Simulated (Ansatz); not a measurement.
# Sb: equation of state

One table from this session's results is given with a row withheld; the runs are named, their logs left out.

Method: DFT PBEsol, scalar-relativistic, in Ansatz 0.2.0.

## The system as given

It takes space group Fm-3m (No. 225, cubic). The conventional cell has a = 4.610 Å, b = 4.610 Å, c = 4.610 Å, α = 90.00°, β = 90.00°, γ = 90.00°. Sb (site symmetry m-3m) is surrounded by 12 Sb at 3.26 Å.

As a file:

```
Sb
1.0
     0.00000    2.30500    2.30500
     2.30500    0.00000    2.30500
     2.30500    2.30500    0.00000
Sb
1
Direct
  0.00000 0.00000 0.00000
```

The geometry is a database entry used as it stands. It may stem from high pressure or temperature, or be incomplete, so it serves as a test cell.

Set-up of the first run:

Input file input.yaml:

```yaml
crystal:
  lattice:
    - [0.0, 2.2659246546, 2.2659246546]
    - [2.2659246546, 0.0, 2.2659246546]
    - [2.2659246546, 2.2659246546, 0.0]
  atoms:
    - { symbol: Sb, position: [0.0, 0.0, 0.0] }
kpoints:
  mp_grid: { grid: [12, 12, 12] }
scf:
  occupations: { method: fermi_dirac, width: 0.05 }
hamiltonian:
  xc: pbesol
  pseudopotentials: { kind: all_electron, lapw: { basis_error: 0.001 } }
output:
  forces: true
  stress: true
  eigenvalues: true
```

Started as:

```sh
$ ansatz run input.yaml --threads 1 --pin off --max-ram 3072MiB --backend cpu --events-out ev --progress --plain --runs-dir out
```

Steps of the session up to this table: Volume × 0.95, LAPW; Volume × 0.95, PAW; Volume × 0.95, crystal datasets; Volume × 0.975, LAPW; Volume × 0.975, PAW; Volume × 1.025, LAPW; Volume × 1.025, PAW; Volume × 1.05, LAPW; Volume × 1.05, PAW; Volume × 1.05, crystal datasets.

One of the session's tables, all rows but one given; the rest of the session is left out.

It belongs to the step «Fits». 

| method | volume (Å³/atom) | pressure (GPa) |
| --- | --- | --- |
| LAPW | 23.268 | 10.23 |
| LAPW | 23.881 | 7.52 |
| LAPW | 24.493 | 5.17 |
| LAPW | 25.105 | 3.16 |
| LAPW | 25.718 | 1.41 |
| PAW | 23.268 | 10.22 |
| PAW | 23.881 | 7.50 |
| PAW | 24.493 | 5.16 |
| PAW | 25.105 | 3.15 |
| PAW | 25.718 | 1.40 |
| crystal datasets | 23.268 | ? |
| crystal datasets | 24.493 | 5.17 |
| crystal datasets | 25.718 | 1.41 |

**Question.** Estimate the row for crystal datasets, 23.268.

As computed: pressure (GPa): 10.24. In the column «pressure (GPa)» it is the highest.

Caveats from the session: Warnings in the runs' records: gradients without spin orbit, crystal datasets made.
